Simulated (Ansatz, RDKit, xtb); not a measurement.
# C5H7BF2: ranking a sample of isomers

A sample of isomers of C5H7BF2 is drawn. Aim: find which of them has the lowest free energy at 298.15 K, then its properties. The sample is small against all isomers, and the most stable one of this formula need not be in it.

The funnel: GFN2-xTB relaxations, single points with a density functional, relaxations at B3LYP/def2-SVP, harmonic vibrations (at GFN2-xTB), and a last energy at a higher level. All values are calculated.

## 1. Possible bonding patterns

Isomers were taken from a list of plausible structures; this is a sample, not all of them. That gives 14 candidates.

```
label                         SMILES     spin
 c227                C/C=C/C=C/B(F)F  singlet
 c281             CC1=CC[C@@H]1B(F)F  singlet
 c310                  FB(F)C1=CCCC1  singlet
 c315  FB(F)[C@@H]1C[C@@H]2C[C@@H]21  singlet
 c368               C=C/C(C)=C\B(F)F  singlet
 c430             CC[C@@H]1C=C1B(F)F  singlet
 c476               C=C/C(C)=C/B(F)F  singlet
 c529                      FBCC#CCCF  singlet
 c556                   C=C=CCCB(F)F  singlet
 c609             BC[C@@H]1C=CC1(F)F  singlet
 c613               C=C(C)C(=C)B(F)F  singlet
 c695                  FB(F)CC1=CCC1  singlet
 c797                  FC(F)C1=CCBC1  singlet
 c819               C=C(F)C(=C)B(C)F  singlet
```

Candidates are built by distance geometry, with a force field where one applies, in up to four conformers (letters a to d).

## 2. Cheap relaxation of all starts

All 30 starts are relaxed the same way. One of them, c529a (taken from a list of plausible isomers, embedded by distance geometry and UFF), in full:

The input, start.xyz:

```xyz
15
c529a
C     -2.676421     0.700496     2.933145
C     -2.126613     0.905279     1.605189
C     -1.637831     1.030780     0.491519
C     -1.032187     1.209358    -0.807428
C      0.453602     1.494095    -0.708131
B     -1.455480     0.794536     4.060267
F     -1.223845    -0.323209     4.923218
F      1.020854     1.676004    -2.007556
H     -0.816875     1.767110     4.176980
H     -3.417669     1.493739     3.141122
H     -3.188174    -0.305874     2.984261
H     -1.175772     0.277627    -1.446457
H     -1.562830     2.046158    -1.338632
H      0.964570     0.660173    -0.267828
H      0.658602     2.393267    -0.133964
```

Launch:

```
$ xtb start.xyz --gfn 2 --opt
```

Output, shortened:

```text
* xtb version 6.7.1
[...]
          :  # basis functions                  39          :
[...]
          :  # electrons                        44          :
[...]
          :  Hamiltonian                  GFN2-xTB          :
[...]
          :  net charge                          0          :
          :  unpaired electrons                  0          :
[...]
   *** convergence criteria satisfied after 12 iterations ***
[...]
   *** GEOMETRY OPTIMIZATION CONVERGED AFTER 33 ITERATIONS ***
[...]
   *** convergence criteria satisfied after 3 iterations ***
[...]
         ::                     SUMMARY                     ::
         :::::::::::::::::::::::::::::::::::::::::::::::::::::
         :: total energy             -24.956545541652 Eh    ::
         :: gradient norm              0.000313523967 Eh/a0 ::
         :: HOMO-LUMO gap              3.996439397546 eV    ::
         ::.................................................::
         :: SCC energy               -25.272439352319 Eh    ::
         :: -> isotropic ES            0.049341761294 Eh    ::
         :: -> anisotropic ES          0.000507048707 Eh    ::
         :: -> anisotropic XC          0.001916438291 Eh    ::
         :: -> dispersion             -0.007683314704 Eh    ::
         :: repulsion energy           0.315893810667 Eh    ::
         :: add. restraining           0.000000000000 Eh    ::
         :: total charge               0.000000000000 e     ::
         :::::::::::::::::::::::::::::::::::::::::::::::::::::
[...]
        22        2.0000           -0.3986941             -10.8490 (HOMO)
        23                         -0.2518277              -6.8526 (LUMO)
[...]
     #   Z          covCN         q      C6AA      α(0)
     1   6 C        3.726    -0.130    23.101     6.863
     2   6 C        1.962    -0.056    32.581     9.218
     3   6 C        1.969    -0.067    32.888     9.261
     4   6 C        3.803    -0.047    21.410     6.587
     5   6 C        3.614     0.113    19.182     6.321
     6   5 B        2.561     0.379    16.813     7.020
     7   9 F        0.722    -0.252    11.797     4.056
     8   9 F        0.784    -0.258    11.856     4.067
     9   1 H        0.938    -0.073     4.699     3.389
    10   1 H        0.924     0.079     1.992     2.207
    11   1 H        0.924     0.078     2.001     2.212
    12   1 H        0.924     0.067     2.123     2.278
    13   1 H        0.924     0.067     2.118     2.276
    14   1 H        0.924     0.050     2.318     2.381
[...]
     #   Z sym  total        # sym  WBO       # sym  WBO       # sym  WBO
 ---------------------------------------------------------------------------
     1   6 C    3.985 --     2 C    1.063     6 B    1.008    11 H    0.923
                            10 H    0.921
     2   6 C    3.978 --     3 C    2.801     1 C    1.063
     3   6 C    3.977 --     2 C    2.801     4 C    1.049
     4   6 C    3.994 --     3 C    1.049     5 C    0.986    12 H    0.955
                            13 H    0.955
     5   6 C    3.897 --     4 C    0.986    14 H    0.973    15 H    0.973
                             8 F    0.935
     6   5 B    3.211 --     7 F    1.138     1 C    1.008     9 H    0.964
     7   9 F    1.198 --     6 B    1.138
     8   9 F    0.995 --     5 C    0.935
     9   1 H    0.995 --     6 B    0.964
    10   1 H    0.993 --     1 C    0.921
[...]
molecular dipole:
                 x           y           z       tot (Debye)
 q only:       -0.464      -0.140       0.304
   full:       -0.575      -0.198       0.442       1.912
molecular quadrupole (traceless):
[...]
          | TOTAL ENERGY              -24.956545541652 Eh   |
          | GRADIENT NORM               0.000313523967 Eh/α |
          | HOMO-LUMO GAP               3.996439397546 eV   |
           -------------------------------------------------
[...]
```

Run time: 0.15 s. Hardware: 4 threads of Intel Xeon Platinum 8488C (Sapphire Rapids), shared host.

## 3. Distinct minima at GFN2-xTB

30 of the 30 relaxations converged; 4 ended on a minimum already found. 26 distinct structures remain, the lowest 22 here:

```
label  start                   SMILES after     spin  energy (kcal/mol)
c310a  drawn                  FB(F)C1=CCCC1  singlet                0.0
c315c  drawn  FB(F)[C@@H]1C[C@@H]2C[C@@H]21  singlet               21.9
c315a  drawn  FB(F)[C@@H]1C[C@@H]2C[C@@H]21  singlet               22.4
c281c  drawn             CC1=CC[C@@H]1B(F)F  singlet               22.6
c227a  drawn                C/C=C/C=C/B(F)F  singlet               23.2
c281b  drawn             CC1=CC[C@@H]1B(F)F  singlet               23.3
c476a  drawn               C=C/C(C)=C/B(F)F  singlet               23.8
c695a  drawn                  FB(F)CC1=CCC1  singlet               24.0
c368a  drawn               C=C/C(C)=C\B(F)F  singlet               24.1
c613a  drawn               C=C(C)C(=C)B(F)F  singlet               29.0
c556d  drawn                   C=C=CCCB(F)F  singlet               39.2
c556a  drawn                   C=C=CCCB(F)F  singlet               39.3
c556b  drawn                   C=C=CCCB(F)F  singlet               39.4
c556c  drawn                   C=C=CCCB(F)F  singlet               40.0
c430a  drawn             CC[C@@H]1C=C1B(F)F  singlet               46.7
c430c  drawn             CC[C@@H]1C=C1B(F)F  singlet               47.0
c430b  drawn             CC[C@@H]1C=C1B(F)F  singlet               47.0
c819a  drawn               C=C(F)C(=C)B(C)F  singlet               64.2
c819b  drawn               C=C(F)C(=C)B(C)F  singlet               64.5
c529a  drawn                      FBCC#CCCF  singlet               64.5
c529c  drawn                      FBCC#CCCF  singlet               65.2
c797c  drawn                  FC(F)C1=CCBC1  singlet               72.1
```

## 4. Screening with a density functional

A choice of the minima (the low ones first, few conformers of a pattern, up to a cap) and the lowest that fell apart get a single point at r2SCAN-D4/def2-SVP on the tight-binding geometry, and one at HF/STO-3G for comparison. The lowest singlets are also tried as triplets at the same geometry (label ending in t). The first, c310a:

The input, input.yaml:

```yaml
crystal:
  periodic: [false, false, false]
  atoms:
    - {symbol: C, position_ang: [-1.161304, -0.804810, 1.232264]}
    - {symbol: C, position_ang: [-1.408556, -0.395545, 2.482338]}
    - {symbol: C, position_ang: [-1.230000, 1.070615, 2.676722]}
    - {symbol: C, position_ang: [-0.808610, 1.593643, 1.290509]}
    - {symbol: C, position_ang: [-0.762338, 0.364363, 0.361997]}
    - {symbol: B, position_ang: [-1.256990, -2.256078, 0.726590]}
    - {symbol: F, position_ang: [-1.614151, -3.266312, 1.503973]}
    - {symbol: F, position_ang: [-0.992471, -2.612492, -0.519842]}
    - {symbol: H, position_ang: [-1.709098, -1.039219, 3.291840]}
    - {symbol: H, position_ang: [-0.473706, 1.264826, 3.440493]}
    - {symbol: H, position_ang: [-2.160078, 1.524921, 3.025591]}
    - {symbol: H, position_ang: [0.165717, 2.076774, 1.339411]}
    - {symbol: H, position_ang: [-1.522905, 2.328166, 0.922043]}
    - {symbol: H, position_ang: [-1.449587, 0.459739, -0.479900]}
    - {symbol: H, position_ang: [0.233567, 0.201345, -0.052824]}
basis:
  gaussian:
    orbitals: def2-SVP
hamiltonian:
  xc: r2scan
  dispersion: d4
scf:
  lower_state_search: "off"
```

Launch:

```
$ ansatz run input.yaml --threads 4 --pin off --max-ram 7830MiB --events-out events.jsonl --progress --plain --runs-dir runs
```

Output, shortened:

```text
Warning: RAYON_NUM_THREADS=4 ignored (pool sized by the plan → 4); use --threads N
Functional definition: r2SCAN
  name "r2SCAN"
[...]
1646 factors; their error is unknown
[...]
mean field -11397.88192002 eV, -418.8644347988 hartree, gradient 1.8e-6 eV, S^2 0.000000; 0 other end points of the search recorded, 0 dependent functions left out
reference -11397.88193141 eV, -418.8644352173 hartree; 30, 30 occupied and 117, 117 virtual orbitals, 1646 factors
Total energy: -11397.97254789 eV, -418.8677653118 hartree
Checks for a lower state left out: stability, starts, cluster_reference, orbital_swaps, neighbouring_geometries, increment
```

Run time: 1.1 s. Hardware: 4 threads of Intel Xeon Platinum 8488C (Sapphire Rapids), shared host; peak memory 0.22 GiB.

Relative energies in kcal/mol, each column from its lowest structure that stays in one piece:

```
 label                         SMILES     spin  GFN2-xTB  HF/STO-3G  r2SCAN-D4/def2-SVP
 c310a                  FB(F)C1=CCCC1  singlet       0.0        0.0                 0.0
 c227a                C/C=C/C=C/B(F)F  singlet      23.2       43.6                12.9
 c476a               C=C/C(C)=C/B(F)F  singlet      23.8       45.5                13.2
 c368a               C=C/C(C)=C\B(F)F  singlet      24.1       45.8                13.6
 c613a               C=C(C)C(=C)B(F)F  singlet      29.0       47.9                18.5
 c281c             CC1=CC[C@@H]1B(F)F  singlet      22.6       33.5                25.2
 c281b             CC1=CC[C@@H]1B(F)F  singlet      23.3       33.7                25.8
 c695a                  FB(F)CC1=CCC1  singlet      24.0       33.4                26.4
 c315c  FB(F)[C@@H]1C[C@@H]2C[C@@H]21  singlet      21.9       32.8                32.1
 c315a  FB(F)[C@@H]1C[C@@H]2C[C@@H]21  singlet      22.4       33.4                32.5
c227at                C/C=C/C=C/B(F)F  triplet         –          –                74.2
c476at               C=C/C(C)=C/B(F)F  triplet         –          –                77.7
c310at                  FB(F)C1=CCCC1  triplet         –          –                81.1
```

## 5. Third filter: density-functional geometries

5 candidates are relaxed at B3LYP/def2-SVP (chosen among the lowest in one piece). The first, c310a:

Changes to input.yaml since step 4:

```diff
@@ -22,5 +22,6 @@
 hamiltonian:
-  xc: r2scan
-  dispersion: d4
+  xc: {name: B3LYP}
 scf:
   lower_state_search: "off"
+relax:
+  f_tol: 0.006
```

Launch:

```
$ ansatz run input.yaml --threads 4 --pin off --max-ram 7830MiB --events-out events.jsonl --progress --plain --runs-dir runs
```

Output:

```text
Warning: RAYON_NUM_THREADS=4 ignored (pool sized by the plan → 4); use --threads N
The last accepted step is kept in runs//last_step.txt (removed where the run ends without a failure and the disk answers)
Functional definition: B3LYP
  name "B3LYP"
  parameter a0 = 0.2
  parameter ax = 0.72
  parameter ac = 0.81
  exchange = (1 - a0 - ax)*slater_x + ax*b88_x + a0*exact_x
  correlation = (1 - ac)*vwn_rpa_c + ac*lyp_c
these checks for a lower state are left out or cut short: stability, starts, cluster_reference, orbital_swaps, neighbouring_geometries, increment
1672 factors; integrals over basis functions are off by at most 3.7e-4 eV
mean field evaluation 1: about -11394.3826 eV, gradient 6.4e1 eV
mean field evaluation 2: about -11388.2367 eV, gradient 8.4e1 eV
mean field evaluation 4: about -11403.9428 eV, gradient 4.7e0 eV
mean field evaluation 8: about -11404.0632 eV, gradient 1.2e-1 eV
mean field evaluation 16: about -11404.0633 eV, gradient 1.7e-5 eV
mean field -11404.06326732 eV, -419.0915951224 hartree, gradient 2.1e-6 eV, S^2 0.000000; 0 other end points of the search recorded, 0 dependent functions left out
the calculation of the forces begins
reference -11404.06352076 eV, -419.0916044362 hartree; 30, 30 occupied and 117, 117 virtual orbitals, 1672 factors
relax step   1: F+E_penalty+E_count = -11404.06326732 eV  Δ(F+E_penalty+E_count) = +0.000e0 eV  max|allowed force component| = 5.015e-1 eV/Å  Δτ_max = 0.0000 Å  (16 SCF iters, accepted)
these checks for a lower state are left out or cut short: stability, starts, cluster_reference, orbital_swaps, neighbouring_geometries, increment
1672 factors; integrals over basis functions are off by at most 3.8e-4 eV
mean field -11404.11564320 eV, -419.0935199005 hartree, gradient 9.6e-7 eV, S^2 0.000000; 0 other end points of the search recorded, 0 dependent functions left out
the calculation of the forces begins
reference -11404.11589761 eV, -419.0935292497 hartree; 30, 30 occupied and 117, 117 virtual orbitals, 1672 factors
relax step   2: F+E_penalty+E_count = -11404.11564320 eV  Δ(F+E_penalty+E_count) = -5.238e-2 eV  max|allowed force component| = 1.929e-1 eV/Å  Δτ_max = 0.0310 Å  (22 SCF iters, accepted)
these checks for a lower state are left out or cut short: stability, starts, cluster_reference, orbital_swaps, neighbouring_geometries, increment
1672 factors; integrals over basis functions are off by at most 3.8e-4 eV
mean field evaluation 32: about -11404.1218 eV, gradient 9.6e-7 eV
mean field -11404.12181464 eV, -419.0937466965 hartree, gradient 9.6e-7 eV, S^2 0.000000; 0 other end points of the search recorded, 0 dependent functions left out
the calculation of the forces begins
reference -11404.12206937 eV, -419.0937560576 hartree; 30, 30 occupied and 117, 117 virtual orbitals, 1672 factors
relax step   3: F+E_penalty+E_count = -11404.12181464 eV  Δ(F+E_penalty+E_count) = -6.171e-3 eV  max|allowed force component| = 1.082e-1 eV/Å  Δτ_max = 0.0222 Å  (22 SCF iters, accepted)
[... from here on, the SCF cycles and remarks between the steps are left out ...]
relax step   4: F+E_penalty+E_count = -11404.12185764 eV  Δ(F+E_penalty+E_count) = -4.301e-5 eV  max|allowed force component| = 1.088e-1 eV/Å  Δτ_max = 0.0065 Å  (14 SCF iters, accepted)
relax step   5: F+E_penalty+E_count = -11404.11651493 eV  Δ(F+E_penalty+E_count) = +5.343e-3 eV  max|allowed force component| = 3.832e-1 eV/Å  Δτ_max = 0.0276 Å  (20 SCF iters, rejected (line search))
relax step   6: F+E_penalty+E_count = -11404.12240705 eV  Δ(F+E_penalty+E_count) = -5.494e-4 eV  max|allowed force component| = 5.713e-2 eV/Å  Δτ_max = 0.0138 Å  (21 SCF iters, accepted)
relax step   7: F+E_penalty+E_count = -11404.12255080 eV  Δ(F+E_penalty+E_count) = -1.438e-4 eV  max|allowed force component| = 1.123e-2 eV/Å  Δτ_max = 0.0059 Å  (14 SCF iters, accepted)
relax step   8: F+E_penalty+E_count = -11404.12310512 eV  Δ(F+E_penalty+E_count) = -5.543e-4 eV  max|allowed force component| = 1.292e-2 eV/Å  Δτ_max = 0.0446 Å  (21 SCF iters, accepted)
relax step   9: F+E_penalty+E_count = -11404.12328993 eV  Δ(F+E_penalty+E_count) = -1.848e-4 eV  max|allowed force component| = 2.316e-2 eV/Å  Δτ_max = 0.0109 Å  (13 SCF iters, accepted)
relax step  10: F+E_penalty+E_count = -11404.12379179 eV  Δ(F+E_penalty+E_count) = -5.019e-4 eV  max|allowed force component| = 5.000e-2 eV/Å  Δτ_max = 0.0323 Å  (20 SCF iters, accepted)
relax step  11: F+E_penalty+E_count = -11404.11456816 eV  Δ(F+E_penalty+E_count) = +9.224e-3 eV  max|allowed force component| = 3.652e-1 eV/Å  Δτ_max = 0.1839 Å  (19 SCF iters, rejected (line search))
relax step  12: F+E_penalty+E_count = -11404.12749779 eV  Δ(F+E_penalty+E_count) = -3.706e-3 eV  max|allowed force component| = 8.156e-2 eV/Å  Δτ_max = 0.0919 Å  (19 SCF iters, accepted)
relax step  13: F+E_penalty+E_count = -11404.13076304 eV  Δ(F+E_penalty+E_count) = -3.265e-3 eV  max|allowed force component| = 1.411e-1 eV/Å  Δτ_max = 0.0955 Å  (20 SCF iters, accepted)
relax step  14: F+E_penalty+E_count = -11404.12432123 eV  Δ(F+E_penalty+E_count) = +6.442e-3 eV  max|allowed force component| = 3.713e-1 eV/Å  Δτ_max = 0.1284 Å  (19 SCF iters, rejected (line search))
relax step  15: F+E_penalty+E_count = -11404.13650081 eV  Δ(F+E_penalty+E_count) = -5.738e-3 eV  max|allowed force component| = 5.829e-2 eV/Å  Δτ_max = 0.0642 Å  (20 SCF iters, accepted)
relax step  16: F+E_penalty+E_count = -11404.13986989 eV  Δ(F+E_penalty+E_count) = -3.369e-3 eV  max|allowed force component| = 5.830e-2 eV/Å  Δτ_max = 0.0750 Å  (20 SCF iters, accepted)
relax step  17: F+E_penalty+E_count = -11404.14034264 eV  Δ(F+E_penalty+E_count) = -4.727e-4 eV  max|allowed force component| = 1.179e-1 eV/Å  Δτ_max = 0.0968 Å  (19 SCF iters, accepted)
relax step  18: F+E_penalty+E_count = -11404.14020112 eV  Δ(F+E_penalty+E_count) = +1.415e-4 eV  max|allowed force component| = 1.629e-1 eV/Å  Δτ_max = 0.0285 Å  (21 SCF iters, rejected (line search))
relax step  19: F+E_penalty+E_count = -11404.14159849 eV  Δ(F+E_penalty+E_count) = -1.256e-3 eV  max|allowed force component| = 2.376e-2 eV/Å  Δτ_max = 0.0142 Å  (22 SCF iters, accepted)
relax step  20: F+E_penalty+E_count = -11404.14163155 eV  Δ(F+E_penalty+E_count) = -3.307e-5 eV  max|allowed force component| = 2.627e-2 eV/Å  Δτ_max = 0.0161 Å  (22 SCF iters, accepted)
relax step  21: F+E_penalty+E_count = -11404.14170683 eV  Δ(F+E_penalty+E_count) = -7.528e-5 eV  max|allowed force component| = 2.505e-2 eV/Å  Δτ_max = 0.0074 Å  (14 SCF iters, accepted)
these checks for a lower state are left out or cut short: stability, starts, cluster_reference, orbital_swaps, neighbouring_geometries, increment
1672 factors; integrals over basis functions are off by at most 3.4e-4 eV
mean field evaluation 160: about -11404.1417 eV, gradient 2.9e-6 eV
mean field -11404.14171577 eV, -419.0944780495 hartree, gradient 2.9e-6 eV, S^2 0.000000; 0 other end points of the search recorded, 0 dependent functions left out
the calculation of the forces begins
reference -11404.14196872 eV, -419.0944873454 hartree; 30, 30 occupied and 117, 117 virtual orbitals, 1672 factors
relax step  22: F+E_penalty+E_count = -11404.14171577 eV  Δ(F+E_penalty+E_count) = -8.932e-6 eV  max|allowed force component| = 3.090e-3 eV/Å  Δτ_max = 0.0015 Å  (13 SCF iters, accepted)
Total energy: -11404.14196872 eV, -419.0944873454 hartree
Atom 0 at    -1.172182    -0.802691     1.207460 Å, force     0.001985    -0.000522    -0.003090 eV/Å
Atom 1 at    -1.439706    -0.398995     2.468146 Å, force    -0.001061     0.001086     0.001699 eV/Å
Atom 2 at    -1.130695     1.057975     2.693408 Å, force     0.001386    -0.002073    -0.000317 eV/Å
Atom 3 at    -0.948966     1.602567     1.255947 Å, force    -0.000368     0.000989    -0.000177 eV/Å
Atom 4 at    -0.625060     0.359858     0.390327 Å, force    -0.001793    -0.003029     0.001257 eV/Å
Atom 5 at    -1.353675    -2.252030     0.711218 Å, force    -0.001575     0.001154    -0.001204 eV/Å
Atom 6 at    -1.846608    -3.207129     1.492305 Å, force     0.000433    -0.000574    -0.000058 eV/Å
Atom 7 at    -1.028331    -2.612479    -0.525017 Å, force     0.000672     0.001050     0.002282 eV/Å
Atom 8 at    -1.807201    -1.058193     3.260238 Å, force    -0.000032     0.000016     0.000378 eV/Å
Atom 9 at    -0.205609     1.151133     3.296049 Å, force     0.000067     0.000362     0.000779 eV/Å
Atom 10 at    -1.915682     1.581335     3.265171 Å, force    -0.000379     0.000063     0.000051 eV/Å
Atom 11 at    -0.182322     2.388676     1.186931 Å, force     0.000513     0.000564     0.000039 eV/Å
Atom 12 at    -1.898559     2.046806     0.915440 Å, force    -0.000453     0.000301    -0.000343 eV/Å
Atom 13 at    -1.060430     0.417753    -0.620437 Å, force     0.000145     0.000462    -0.000796 eV/Å
Atom 14 at     0.464514     0.235350     0.244020 Å, force     0.000460     0.000150    -0.000503 eV/Å
Dipole moment:     0.055979     0.446906     0.216649 e Å
Checks for a lower state left out: stability, starts, cluster_reference, orbital_swaps, neighbouring_geometries, increment
```

Wall time 38 s (4 threads of Intel Xeon Platinum 8488C (Sapphire Rapids), shared host); peak memory 0.42 GiB.

Energy change by step (eV): 0.0000, -0.0524, -0.0585, -0.0586, -0.0532, -0.0591, -0.0593, -0.0598, -0.0600, -0.0605, -0.0513, -0.0642, -0.0675, -0.0611, -0.0732, -0.0766, -0.0771, -0.0769, -0.0783, -0.0784, -0.0784, -0.0784.

After the run. Bond lengths: C1–C2 1.351 Å, C2–C3 1.506 Å, C3–C4 1.548 Å, C1–C5 1.523 Å, C4–C5 1.549 Å, C1–B6 1.543 Å, B6–F7 1.329 Å, B6–F8 1.328 Å, C2–H9 1.094 Å, C3–H10 1.108 Å, C3–H11 1.103 Å, C4–H12 1.100 Å, C4–H13 1.102 Å, C5–H14 1.102 Å, C5–H15 1.106 Å. Some angles: C1–C2–C3 112.8°, C2–C1–C5 110.1°, C2–C1–B6 123.9°, C5–C1–B6 125.9°, C2–C3–C4 103.0°, C3–C4–C5 105.1°, C1–C5–C4 103.7°, C1–B6–F7 122.0°, C1–B6–F8 121.7°, F7–B6–F8 116.3°.

(Part 1 of 2 ends here.)
